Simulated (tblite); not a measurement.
# C5H10O2Si2: the cost of one run

Programs: tblite 0.8.0 and PySCF 2.14.0, with density-fitted response routines of our own. Each step states its level of theory. These are calculated values for one molecule in the gas phase, unless marked as measured. Atoms count from 0, in the outputs and in this text.

### 1 The starting structure

19 atoms, charge 0, multiplicity 1; geometry from: force field or distance geometry start.

Bonds of the start (Å): O0–C1 1.16, C1–C2 1.32, C2–C3 1.47, C3–O4 1.24, C2–C5 1.51, C5–Si6 1.93, C5–C7 1.56, C7–Si8 1.88, C3–H9 1.10, C5–H10 1.10, Si6–H11 1.48, Si6–H12 1.50, Si6–H13 1.49, C7–H14 1.10, C7–H15 1.10, Si8–H16 1.48, Si8–H17 1.48, Si8–H18 1.49.

### 2 Relaxing the molecule with GFN2-xTB

What the job is given:

```
{"job": {"kind": "relax", "xc": "GFN2-xTB", "basis": "xTB"}, "charge": 0, "multiplicity": 1}
O     -2.617600     0.648800    -2.288000
C     -2.137400     0.224100    -1.322600
C     -1.580500    -0.263700    -0.229100
C     -2.491100    -1.008000     0.659800
O     -2.113000    -1.485100     1.742200
C     -0.139700    -0.071800     0.181800
Si     0.077900     1.631800     1.067700
C      0.832700    -0.306300    -1.009300
Si     2.637500    -0.675800    -0.613000
H     -3.537300    -1.133300     0.328100
H      0.101200    -0.818000     0.953100
H     -0.028800     2.700800     0.055800
H     -1.010700     1.809200     2.079900
H      1.407500     1.690000     1.729800
H      0.794400     0.550000    -1.702600
H      0.473300    -1.182400    -1.568500
H      3.362300    -0.997700    -1.860300
H      2.707400    -1.825800     0.321900
H      3.252100     0.522300     0.019000
```

Run with:

```
OMP_NUM_THREADS=1 python probes_run.py task.json out
```

The driver reads the jobs from task.json and runs them one after another.

Q: Estimate the wall time and peak memory of this first job on 1 thread of Intel Xeon Platinum 8259CL at 2.50GHz, shared host.

About 2.3 s, with a peak of 0.18 GiB.
